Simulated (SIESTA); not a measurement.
# HfB under changes of volume

One of the cells (12.573 Å³/atom); the others are scaled copies at fixed shape and fractional positions:

```
Hf B
1.0
     0.00000    2.32530    2.32530
     2.32530    0.00000    2.32530
     2.32530    2.32530    0.00000
Hf B
1 1
Cartesian
  2.3253 2.3253 2.3253
  0.0000 0.0000 0.0000
```

```yaml
Program: SIESTA 5.4.2
Functional: PBE
Potentials_or_basis: PseudoDojo 0.4 standard (PBE files)
Basis: DZP (energy shift 0.003 Ry; two zetas on semicore shells)
Grid_cutoff: 800 Ry
Energy_shift: 0.003 Ry
k_mesh: 10 × 10 × 10
Occupations: fermi-dirac, width 0.05 eV
Spin: no spin polarisation
```

| volume (Å³/atom) | energy over the lowest point (meV/atom) | pressure (GPa) |
| --- | --- | --- |
| 11.587 | 297.59 | 51.1 |
| 11.833 | 224.82 | 44.0 |
| 12.080 | ? | ? |
| 12.573 | 65.20 | 26.2 |
| 12.819 | 29.01 | 21.2 |
| 13.066 | 0.00 | 16.8 |

Task: What does the run at 12.080 Å³/atom give?

Result: Energy over the lowest point 162.35 meV/atom; pressure 37.6 GPa.

Worked out: A Birch-Murnaghan fit of order 3 (a polynomial in V^(-2/3)) to the other rows has no minimum within the range. It gives 162.26 meV/atom at 12.080 Å³/atom, against the run's 162.35, and -dE/dV = 37.4 GPa, against 37.6.

Energies are extrapolated to zero smearing.

Caveats: short orbitals over semicore shells can move pressures by several GPa; the basis of atomic orbitals isn't converged, which shifts pressures, moduli and gaps.
